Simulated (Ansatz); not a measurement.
**GeH₄O (singlet): wave-function methods side by side at distance Ge1–O2 = 1.601 Å, cc-pVTZ**

The task here is to estimate one member of a computed series from the others.

Program: Ansatz 0.2.0, Gaussian basis. Level of theory: cc-pVTZ, core rule «outside noble gas», up to 15 orbitals frozen. These are calculated values, not measurements.

To be run: UHF; CCSD(T) on RHF; BCCD(T) on RHF; CCSDT(Q) on RHF.

## The geometry

The geometry derives from a PBE0/def2-TZVP stationary point (not a proven minimum). One bond is set to the value named and the two fragments are kept rigid. No spin-orbit coupling is included. The filled d shell of Ge may be among the frozen orbitals whatever the setting's name suggests.

6 atoms, charge 0, spin multiplicity 1.

Atoms are counted from 1 here; the program's logs count them from 0.

Bond lengths: Ge1–O2 1.601 Å, Ge1–H3 1.541 Å, Ge1–H4 1.531 Å, Ge1–H5 1.541 Å, O2–H6 0.959 Å. Angles: O2–Ge1–H3 109.9°, O2–Ge1–H4 104.3°, O2–Ge1–H5 109.9°, H3–Ge1–H4 111.4°, H3–Ge1–H5 109.7°, H4–Ge1–H5 111.4°, Ge1–O2–H6 112.7°.

Geometry (Å):

| atom | x (Å) | y (Å) | z (Å) |
| --- | --- | --- | --- |
| Ge1 | 0.00000 | -0.00948 | 0.28228 |
| O2 | 0.00000 | 0.09557 | -1.31527 |
| H3 | 1.25968 | -0.75795 | 0.75970 |
| H4 | 0.00000 | 1.44588 | 0.75715 |
| H5 | -1.25968 | -0.75795 | 0.75970 |
| H6 | 0.00000 | -0.76355 | -1.74198 |

The first run:

Input file in.yaml:

```yaml
crystal:
  periodic: [false, false, false]
  atoms:
    - {symbol: Ge, position_ang: [0.000000, -0.009483, 0.282279]}
    - {symbol: O, position_ang: [0.000000, 0.095570, -1.315271]}
    - {symbol: H, position_ang: [1.259685, -0.757950, 0.759701]}
    - {symbol: H, position_ang: [0.000000, 1.445876, 0.757153]}
    - {symbol: H, position_ang: [-1.259685, -0.757950, 0.759701]}
    - {symbol: H, position_ang: [0.000000, -0.763545, -1.741978]}
basis:
  gaussian: {orbitals: cc-pVTZ}
magnetization: {spin_polarized: true, initial_magnetization: 0}
hamiltonian: {xc: hf}
output: {orbitals: {seedname: orbitals}}
```

Launch:

```sh
$ ansatz run in.yaml --threads 1 --pin off --events-out ev --progress --plain --max-ram 2816MiB --backend cpu
```

Among the steps run: UHF; CCSD(T) on RHF; BCCD(T) on RHF; CCSDT(Q) on RHF.

One of the session's tables, all rows but one given; the rest of the session is left out.

```
   method  from RCCSDT(Q) (kcal/mol)
      RHF                    +255.68
     RMP2                     +22.58
    RCCSD                      +7.99
 RCCSD(T)                      +0.61
  BCCD(T)                      +0.56
   RCCSDT                          ?
RCCSDT(Q)                          0
```

Q: Estimate the row for RCCSDT from the others.

**Answer.** from RCCSDT(Q) (kcal/mol): +0.31. In the column «from RCCSDT(Q) (kcal/mol)» it lies between RCCSDT(Q) (0) and BCCD(T) (+0.56).
